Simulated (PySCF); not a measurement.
# C11H18OSi: NMR shifts at several levels of theory, part 2 of 2

PySCF 2.14.0. Atoms count from 0. The steps go on from the part before.

### Step 6. Shielding tensors: KT2/pcSseg-1

The job: settings as JSON, then the geometry in Å.

```
{"job": {"kind": "nmr", "xc": "KT2", "basis": "pcSseg-1", "pop": false}, "charge": 0, "multiplicity": 1}
C      4.527415    -1.057029     0.120249
O      3.646822    -0.484972    -0.802339
C      2.419645    -0.109719    -0.380417
C      1.952530    -0.253234     0.929427
C      0.662655     0.167666     1.254959
C     -0.197531     0.733470     0.309246
C     -1.609050     1.110901     0.677144
C     -2.109724     2.410037     0.047065
Si    -2.769253    -0.359518     0.294776
C     -2.842606    -0.684924    -1.556255
C     -2.185824    -1.897276     1.204340
C      0.297038     0.873948    -0.998610
C      1.577378     0.463647    -1.341224
H      4.127478    -1.994800     0.546406
H      4.763217    -0.366232     0.949828
H      5.453311    -1.283454    -0.424050
H      2.583164    -0.685542     1.706867
H      0.316129     0.048167     2.285681
H     -1.650849     1.219322     1.775825
H     -2.189937     2.340265    -1.049061
H     -3.111185     2.668735     0.423898
H     -1.433552     3.250757     0.272000
H     -4.141579     0.014087     0.780779
H     -1.849736    -0.968780    -1.938841
H     -3.540003    -1.508641    -1.775267
H     -3.185666     0.200808    -2.113037
H     -2.839978    -2.755000     0.982381
H     -2.188252    -1.743952     2.294889
H     -1.160497    -2.158643     0.899094
H     -0.334259     1.316910    -1.772312
H      1.955920     0.578068    -2.358891
```

With the program's defaults for keys left out, this is: GIAO KT2/pcSseg-1 NMR shielding, non-relativistic, gas phase.

Log:

```text
coarse grid: 25816 points
cycle   1  E = -805.6932578942  dE =  1.321e+00  |g| = 8.965e-01  |ddm| = 5.251e+00
cycle   2  E = -805.4058276404  dE =  2.874e-01  |g| = 1.424e+00  |ddm| = 2.553e+00
cycle   3  E = -805.8795796228  dE = -4.738e-01  |g| = 2.498e-01  |ddm| = 1.843e+00
cycle   4  E = -805.8923993707  dE = -1.282e-02  |g| = 7.188e-02  |ddm| = 3.068e-01
cycle   5  E = -805.8934764510  dE = -1.077e-03  |g| = 2.823e-02  |ddm| = 1.060e-01
cycle   6  E = -805.8936661829  dE = -1.897e-04  |g| = 1.363e-02  |ddm| = 4.596e-02
cycle   7  E = -805.8937196464  dE = -5.346e-05  |g| = 2.948e-03  |ddm| = 1.964e-02
cycle   8  E = -805.8937220319  dE = -2.386e-06  |g| = 6.942e-04  |ddm| = 4.408e-03
final grid: 243120 points
cycle   9  E = -805.9530098892  dE = -4.348e-04  |g| = 2.215e-02  |ddm| = 1.432e-01
cycle  10  E = -805.9529022575  dE =  1.076e-04  |g| = 2.875e-02  |ddm| = 5.168e-02
cycle  11  E = -805.9531138029  dE = -2.115e-04  |g| = 3.973e-03  |ddm| = 3.719e-02
cycle  12  E = -805.9531167438  dE = -2.941e-06  |g| = 1.958e-03  |ddm| = 6.800e-03
cycle  13  E = -805.9531177277  dE = -9.839e-07  |g| = 4.460e-04  |ddm| = 2.483e-03
cycle  14  E = -805.9531177791  dE = -5.138e-08  |g| = 1.709e-04  |ddm| = 6.324e-04
cycle  15  E = -805.9531177857  dE = -6.607e-09  |g| = 6.018e-05  |ddm| = 2.397e-04
cycle  16  E = -805.9531177865  dE = -8.126e-10  |g| = 1.794e-05  |ddm| = 8.373e-05
converged SCF energy = -805.9531177865

GIAO shielding tensors (ppm)
atom      isotropic    diamagn.    paramagn.     s11        s22        s33       span
  0 C      129.343     244.294    -114.951    100.659    110.563    176.807     76.148
  1 O      223.651     394.302    -170.651    121.501    268.222    281.231    159.730
  2 C       30.047     264.284    -234.237    -36.257     15.536    110.861    147.118
  3 C       81.598     261.992    -180.394      0.680     68.817    175.298    174.619
  4 C       58.838     255.913    -197.076    -34.743     60.878    150.379    185.122
  5 C       53.520     265.588    -212.068    -28.364     22.251    166.674    195.038
  6 C      151.069     252.674    -101.605    138.969    146.520    167.717     28.748
  7 C      166.207     247.604     -81.397    150.339    164.367    183.916     33.577
  8 Si     374.482     885.784    -511.302    339.495    387.995    395.956     56.462
  9 C      192.355     254.985     -62.630    186.963    192.665    197.437     10.474
 10 C      187.141     255.218     -68.077    180.817    188.455    192.152     11.335
 11 C       62.737     256.221    -193.484    -35.279     52.406    171.085    206.364
 12 C       70.953     255.726    -184.773     -9.640     64.374    158.124    167.764
 13 H       27.670      29.387      -1.717     24.263     25.448     33.300      9.037
 14 H       27.671      27.385       0.286     24.189     25.323     33.500      9.311
 15 H       27.193      24.986       2.207     22.890     25.608     33.083     10.193
 16 H       24.917      34.534      -9.617     20.529     25.058     29.163      8.633
 17 H       24.432      36.593     -12.161     21.145     23.133     29.017      7.872
 18 H       29.117      34.764      -5.647     24.797     28.950     33.604      8.807
 19 H       29.673      32.397      -2.724     25.959     28.756     34.305      8.346
 20 H       29.846      28.159       1.687     25.331     27.449     36.759     11.428
 21 H       29.786      30.205      -0.420     25.655     27.217     36.485     10.830
 22 H       26.861      30.099      -3.238     23.934     24.633     32.016      8.083
 23 H       31.284      35.301      -4.017     25.683     31.280     36.889     11.207
 24 H       31.393      28.469       2.923     26.436     28.196     39.547     13.111
 25 H       31.046      30.792       0.255     26.188     29.317     37.634     11.446
 26 H       31.288      28.925       2.363     26.234     28.319     39.313     13.079
 27 H       31.252      31.502      -0.250     26.915     28.686     38.156     11.241
 28 H       31.405      35.741      -4.336     25.918     31.656     36.642     10.724
 29 H       24.316      37.123     -12.806     20.521     22.667     29.761      9.240
 30 H       24.438      32.769      -8.331     20.398     25.056     27.861      7.463
```

It took 69 s on 8 threads of Arm Neoverse V1, shared host.

This run: δ C2 153.2, C5 129.7, C4 122.4, C3 106.9, H17 6.80, H16 6.50 ppm (means over like atoms).

### Step 7. Shielding tensors: HF/pcSseg-1

Settings changed since step 6:

```diff
@@ -1,2 +1,2 @@
-{"job": {"kind": "nmr", "xc": "KT2", "basis": "pcSseg-1", "pop": false}, "charge": 0, "multiplicity": 1}
+{"job": {"kind": "nmr", "xc": "HF", "basis": "pcSseg-1", "pop": false}, "charge": 0, "multiplicity": 1}
 C      4.527415    -1.057029     0.120249
```

Level: GIAO HF/pcSseg-1 NMR shielding, non-relativistic, gas phase.

Log:

```text
final grid: 243120 points
cycle   1  E = -790.5663883137  dE =  3.087e+00  |g| = 6.952e-01  |ddm| = 4.997e+00
cycle   2  E = -790.7099805722  dE = -1.436e-01  |g| = 2.744e-01  |ddm| = 9.708e-01
cycle   3  E = -790.7261943345  dE = -1.621e-02  |g| = 1.138e-01  |ddm| = 3.425e-01
cycle   4  E = -790.7292488706  dE = -3.055e-03  |g| = 1.773e-02  |ddm| = 1.371e-01
cycle   5  E = -790.7293411434  dE = -9.227e-05  |g| = 4.750e-03  |ddm| = 2.562e-02
cycle   6  E = -790.7293513325  dE = -1.019e-05  |g| = 1.641e-03  |ddm| = 8.651e-03
cycle   7  E = -790.7293529246  dE = -1.592e-06  |g| = 6.726e-04  |ddm| = 3.377e-03
cycle   8  E = -790.7293532684  dE = -3.437e-07  |g| = 2.722e-04  |ddm| = 1.450e-03
cycle   9  E = -790.7293533604  dE = -9.205e-08  |g| = 1.238e-04  |ddm| = 8.042e-04
cycle  10  E = -790.7293533808  dE = -2.035e-08  |g| = 6.313e-05  |ddm| = 3.560e-04
cycle  11  E = -790.7293533863  dE = -5.499e-09  |g| = 2.212e-05  |ddm| = 2.302e-04
cycle  12  E = -790.7293533868  dE = -5.903e-10  |g| = 5.625e-06  |ddm| = 8.459e-05
converged SCF energy = -790.7293533868

GIAO shielding tensors (ppm)
atom      isotropic    diamagn.    paramagn.     s11        s22        s33       span
  0 C      141.094     238.431     -97.337    118.871    123.404    181.006     62.135
  1 O      276.297     397.335    -121.038    186.728    319.581    322.583    135.855
  2 C       27.459     261.646    -234.187    -72.017     21.636    132.757    204.774
  3 C       77.587     261.651    -184.064    -17.258     64.046    185.975    203.233
  4 C       52.328     256.574    -204.246    -62.169     52.257    166.897    229.066
  5 C       50.408     266.036    -215.629    -50.863     17.745    184.341    235.204
  6 C      169.137     248.036     -78.900    155.604    166.304    185.501     29.897
  7 C      175.118     243.591     -68.473    161.222    174.835    189.296     28.074
  8 Si     401.949     877.399    -475.450    371.834    412.228    421.786     49.951
  9 C      198.462     254.873     -56.410    192.951    198.810    203.626     10.675
 10 C      194.686     255.240     -60.553    188.282    196.384    199.393     11.110
 11 C       54.113     257.250    -203.138    -64.125     42.520    183.942    248.066
 12 C       66.324     256.007    -189.683    -31.468     59.318    171.120    202.588
 13 H       28.377      28.267       0.110     24.452     26.477     34.202      9.750
 14 H       28.375      27.026       1.348     24.449     26.254     34.422      9.973
 15 H       27.776      25.547       2.230     22.692     26.034     34.603     11.911
 16 H       25.065      34.831      -9.767     19.871     25.536     29.787      9.916
 17 H       24.519      36.433     -11.914     20.593     23.310     29.653      9.060
 18 H       30.097      34.820      -4.723     24.844     29.653     35.794     10.950
 19 H       30.215      31.616      -1.400     25.933     29.177     35.536      9.603
 20 H       30.359      29.026       1.333     25.273     27.570     38.235     12.962
 21 H       30.290      29.681       0.609     25.700     27.670     37.501     11.801
 22 H       27.833      30.163      -2.330     24.631     25.347     33.521      8.890
 23 H       31.843      35.405      -3.562     25.778     31.780     37.970     12.192
 24 H       31.877      28.740       3.138     26.497     28.316     40.819     14.322
 25 H       31.573      31.060       0.514     26.428     29.702     38.589     12.161
 26 H       31.858      29.196       2.662     26.409     28.510     40.654     14.246
 27 H       31.784      31.811      -0.026     27.068     29.142     39.144     12.076
 28 H       32.036      35.868      -3.832     25.935     32.128     38.044     12.109
 29 H       24.447      36.686     -12.239     20.216     22.807     30.319     10.103
 30 H       24.436      32.774      -8.338     19.500     25.352     28.454      8.954
```

It took 72 s on 8 threads of Arm Neoverse V1, shared host.

In short: δ C2 163.4, C5 140.4, C4 137.6, C3 118.9, H17 7.20, H16 6.94 ppm (means over like atoms).

### Step 8. Side by side: NMR shifts

Shifts (ppm) of some atoms, chosen among heavy atoms and hydrogens apart, means over like atoms, with basis size and wall time:

```
             run     C5     C4     C3    C6   H22   H18     O1  functions     time
   PBE0/pcSseg-1  139.4  133.6  116.8  29.4  4.22  1.98   98.8        318  1.9 min
    PBE/pcSseg-1  137.4  130.6  114.1  32.7  4.35  2.09  117.0        318     70 s
wB97X-D/pcSseg-1  141.2  135.0  118.0  27.9  4.16  1.87   90.1        318  2.4 min
    KT2/pcSseg-1  129.7  122.4  106.9  32.2  4.32  2.06  107.0        318     69 s
     HF/pcSseg-1  140.4  137.6  118.9  21.7  3.85  1.59   57.0        318     72 s
```

### Step 9. What came out

The summary covers parts 1 to 2.

```
                                                               quantity                                                         value
                                                            point group                                                            C1
                                   rotational constants (main isotopes)                                          1.30, 0.36, 0.34 GHz
13C shifts against TMS (PBE0/pcSseg-1, means over atoms taken as alike)  162.1, 139.4, 133.6, 116.8, 53.7, 29.4, 16.4, -4.2, -8.9 ppm
 1H shifts against TMS (PBE0/pcSseg-1, means over atoms taken as alike)          7.07, 6.78, 4.22, 3.64, 1.98, 1.39, -0.08, -0.18 ppm
                                 17O shifts against H2O (PBE0/pcSseg-1)                                                      98.8 ppm
                                29Si shifts against TMS (PBE0/pcSseg-1)                                                     -10.7 ppm
                                               range of the shift of O1                                             57.0 to 117.0 ppm
```

What this shows: Single values in the summary come from the first run of each kind that ended normally (PBE0/pcSseg-1), which need not be the best level. Over 9 steps the energy fell by 0.107 eV; of the close pairs, Si8–H22 changed most, 1.477 to 1.503 Å. No frequency check was run at this level, so the end point may be a saddle. NICS(1)zz of -26 ppm above the planar ring from C2 marks a diatropic (aromatic) ring current. Across the 5 runs the shift of O1 moves most, between 57.0 (HF/pcSseg-1) and 117.0 ppm (PBE/pcSseg-1).
